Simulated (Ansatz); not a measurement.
# C₂H₈GeO: a ladder of functionals and wavefunction methods

An exercise on one series of results from a longer session: the logs are not shown, and one member is left open.

Computed with Ansatz 0.2.0, Gaussian basis. Level: functionals in def2-TZVPP, the program's frozen cores in correlated methods.

The runs, in order: LDA (SPW92), PBE-D4, revPBE-D4, BLYP-D4, r2SCAN-D4, B97M-V, PBE0-D4, B3LYP-D4, r2SCANh-D4, r2SCAN0-D4, HSE06-D4, BHLYP-D4, CAM-B3LYP-D4, LC-ωPBE, ωB97X-V, ωB97M-V, B2PLYP, PBE-QIDH; CCSD(T)/def2-SVP; CCSD(T)/def2-TZVPP; MP2/def2-QZVPP; extrapolation to the limit; RPA on PBE.

## The relaxed structure

All runs share one geometry, relaxed beforehand with PBE0-D4 in a triple-zeta def2 set.

SMILES `C[CH](O)[GeH3]`, 12 atoms, charge 0, spin multiplicity 1.

Atoms are counted from 1 here; the program's logs count them from 0.

Bond lengths: C1–C2 1.515 Å, C1–H5 1.093 Å, C1–H6 1.097 Å, C1–H7 1.093 Å, C2–O3 1.419 Å, C2–Ge4 1.977 Å, C2–H8 1.100 Å, O3–H9 0.962 Å, Ge4–H10 1.538 Å, Ge4–H11 1.541 Å, Ge4–H12 1.536 Å. Angles: C2–C1–H5 111.2°, C2–C1–H6 110.7°, C2–C1–H7 111.1°, H5–C1–H6 107.4°, H5–C1–H7 108.5°, H6–C1–H7 107.9°, C1–C2–O3 112.1°, C1–C2–Ge4 112.4°, C1–C2–H8 109.2°, O3–C2–Ge4 105.7°, O3–C2–H8 110.2°, Ge4–C2–H8 107.0°, C2–O3–H9 108.4°, C2–Ge4–H10 109.3°, C2–Ge4–H11 109.1°, C2–Ge4–H12 110.4°, H10–Ge4–H11 109.0°, H10–Ge4–H12 109.9° and more.

Set-up of the first run:

in.yaml reads:

```yaml
crystal:
  periodic: [false, false, false]
  atoms:
    - {symbol: C, position_ang: [-0.963535, 1.000713, 0.053625]}
    - {symbol: C, position_ang: [-0.180867, -0.221622, 0.488366]}
    - {symbol: O, position_ang: [0.691177, 0.060871, 1.571587]}
    - {symbol: Ge, position_ang: [0.968741, -0.931168, -0.954543]}
    - {symbol: H, position_ang: [-1.630277, 0.767825, -0.780784]}
    - {symbol: H, position_ang: [-1.585758, 1.375405, 0.875410]}
    - {symbol: H, position_ang: [-0.293324, 1.807179, -0.253815]}
    - {symbol: H, position_ang: [-0.882877, -1.022163, 0.763970]}
    - {symbol: H, position_ang: [0.172760, 0.441880, 2.287360]}
    - {symbol: H, position_ang: [1.942662, 0.166848, -1.413154]}
    - {symbol: H, position_ang: [0.083221, -1.347271, -2.145017]}
    - {symbol: H, position_ang: [1.755179, -2.153597, -0.458901]}
basis:
  gaussian: {orbitals: def2-TZVPP}
hamiltonian: {xc: lda}
output: {orbitals: {seedname: orbitals}}
```

The run is started by

```
ansatz run in.yaml --threads 4 --pin off --events-out ev --progress --plain --max-ram 10444MiB
```

Among the steps run: LDA; PBE-D4 (GGA); revPBE-D4 (GGA); BLYP-D4 (GGA); r2SCAN-D4 (meta-GGA); B97M-V (meta-GGA); PBE0-D4 (hybrid); B3LYP-D4 (hybrid); r2SCANh-D4 (hybrid); r2SCAN0-D4 (hybrid); HSE06-D4 (hybrid); BHLYP-D4 (hybrid); CAM-B3LYP-D4 (range-separated); LC-ωPBE (range-separated); ωB97X-V (range-separated); ωB97M-V (range-separated); B2PLYP (double hybrid); PBE-QIDH (double hybrid).

One of the session's tables, all rows but one given; the rest of the session is left out.

It belongs to the step «Orbital energies across the functionals». 

| functional | HOMO (eV) | LUMO (eV) | gap (eV) |
| --- | --- | --- | --- |
| LDA (SPW92) | -6.45 | -0.34 | 6.11 |
| PBE-D4 | -6.33 | -0.14 | 6.19 |
| revPBE-D4 | ? | ? | ? |
| BLYP-D4 | -6.27 | -0.15 | 6.12 |
| r2SCAN-D4 | -6.66 | 0.44 | 7.11 |
| B97M-V | -6.84 | 0.01 | 6.85 |
| PBE0-D4 | -7.86 | 0.69 | 8.56 |
| B3LYP-D4 | -7.66 | 0.36 | 8.02 |
| r2SCANh-D4 | -7.25 | 0.70 | 7.95 |
| r2SCAN0-D4 | -8.06 | 1.07 | 9.13 |
| HSE06-D4 | -7.46 | 0.32 | 7.78 |
| BHLYP-D4 | -9.17 | 1.34 | 10.51 |
| CAM-B3LYP-D4 | -9.28 | 1.49 | 10.77 |
| LC-ωPBE | -10.58 | 2.79 | 13.38 |
| ωB97X-V | -10.27 | 2.59 | 12.86 |
| ωB97M-V | -10.15 | 2.19 | 12.35 |

Q: Estimate the row for revPBE-D4 from the others.

The run gave: HOMO (eV): -6.28; LUMO (eV): -0.04; gap (eV): 6.23. In the column «HOMO (eV)» it lies between PBE-D4 (-6.33) and BLYP-D4 (-6.27).
